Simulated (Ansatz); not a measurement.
Rb2Mg:

```xyz
6
Lattice="8.9190 -4.0532 0.0000 8.9190 4.0532 0.0000 0.0000 0.0000 5.6180" Properties=species:S:1:pos:R:3 pbc="T T T"
Rb    6.4567   -1.8648    4.2135
Rb    6.4567    1.8648    1.4045
Rb   11.3814    1.8648    1.4045
Rb   11.3814   -1.8648    4.2135
Mg    8.9190    3.3123    4.2135
Mg    8.9190   -3.3123    1.4045
```

The cell comes from a database or a generator and needn't be the stable form of this composition.

| Property | Result |
| --- | --- |
| Program | Ansatz 0.2.0 |
| Task | single point |
| Functional | PBE |
| Potentials or basis | Ansatz PAW |
| Cutoff | 420 eV (not typed: the program's choice for these potentials) |
| k mesh | 4 × 4 × 5 |
| Occupations | fermi-dirac, width 0.05 eV |
| Spin | no spin polarisation |

On this cell: pressure 0.0 GPa; largest force 0.048 eV/Å; band gap on the k mesh none (metal or under the smearing width).

The same run follows on a disturbed copy (atoms moved at random, drawn with an rms of 0.05 Å):

```
Rb Mg
1.0
     8.91905   -4.05324    0.00000
     8.91905    4.05324    0.00000
     0.00000    0.00000    5.61796
Rb Mg
4 2
Direct
  0.59076 0.13785 0.75352
  0.12756 0.59630 0.24812
  0.40847 0.86973 0.25244
  0.87084 0.40523 0.74795
  0.09328 0.90562 0.74354
  0.91282 0.08686 0.25326
```

Q: What changes?

A: The energy (extrapolated to zero smearing) moves by +0.4 meV/atom; pressure 0.0 GPa; largest force 0.096 eV/Å; band gap on the k mesh none (metal or under the smearing width).

Forces in eV/Å, atoms in the order of the input:
```
Rb  -0.013  0.002 -0.006
Rb  -0.036 -0.022 -0.004
Rb   0.015 -0.009 -0.017
Rb   0.010  0.003  0.011
Mg   0.009  0.041  0.086
Mg   0.015 -0.015 -0.072
```

Stress tensor (GPa, compression positive):
```
 0.13  0.01  0.00
 0.01  0.09 -0.02
 0.00 -0.02 -0.15
```
